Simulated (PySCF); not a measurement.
# C15H14Si: the cost of one run

Programs: PySCF 2.14.0. All values are calculated, for the isolated system unless a continuum is named. Atoms count from 0, parts from 1.

## Step 1: The system as given

30 atoms, charge 0, multiplicity 1; geometry: GFN2-xTB parts, rigid stack. Parts: 1 = atoms 0–17, `c1ccc2ccccc2c1`, charge 0; 2 = atoms 18–29, `c1cc[siH]cc1`, charge 0.

## Step 2: Counterpoise and decomposition: parallel, height 3.4, slip 0 Å, twist 0°

What the job is given:

```
{"job": {"kind": "inter", "xc": "PBE0", "basis": "def2-SVP", "disp": "d3bj"}, "charge": 0, "multiplicity": 1, "parts": [{"atoms": "0-17", "charge": 0, "multiplicity": 1}, {"atoms": "18-29", "charge": 0, "multiplicity": 1}]}
C     -2.414232    -0.701951     0.001591
C     -2.414256     0.701988    -0.001278
C     -1.234841     1.392094    -0.002180
C     -0.000130     0.709816     0.000269
C      1.234843     1.391519     0.002078
C      2.414557     0.701935     0.001028
C      2.414421    -0.701960    -0.001402
C      1.234695    -1.391612    -0.001591
C     -0.000183    -0.709820     0.000163
C     -1.234874    -1.392010     0.001321
H     -3.356004    -1.231377     0.003714
H     -3.356404     1.230778    -0.002599
H     -1.230341     2.473140    -0.005236
H      1.230008     2.472428     0.004337
H      3.356382     1.231497     0.003159
H      3.356340    -1.231198    -0.003296
H      1.229173    -2.472527    -0.002868
H     -1.230266    -2.473032     0.001878
C      0.000437    -1.390223     3.400073
C     -1.237491    -0.757009     3.400357
C     -1.447768     0.609538     3.399578
Si    -0.000476     1.683656     3.400158
C      1.447328     0.610345     3.400173
C      1.237970    -0.756307     3.399661
H      0.000784    -2.472010     3.400251
H     -2.109642    -1.401959     3.401458
H     -2.467259     0.970329     3.398087
H     -0.001020     3.138168     3.397609
H      2.466544     0.971607     3.400358
H      2.110414    -1.400766     3.397700
```

With the program's defaults for keys left out, this is: PBE0-D3(BJ)/def2-SVP interaction energy, counterpoise and uncorrected, gas phase.

The run is started by

```sh
$ OMP_NUM_THREADS=1 python cluster_run.py task.json out
```

This one command runs all jobs of the session in turn.

**Question.** How long does this first job take on 1 thread of Intel Xeon Platinum 8488C, shared host, and how much memory does it need?

About 2.5 min, with a peak of 0.86 GiB.
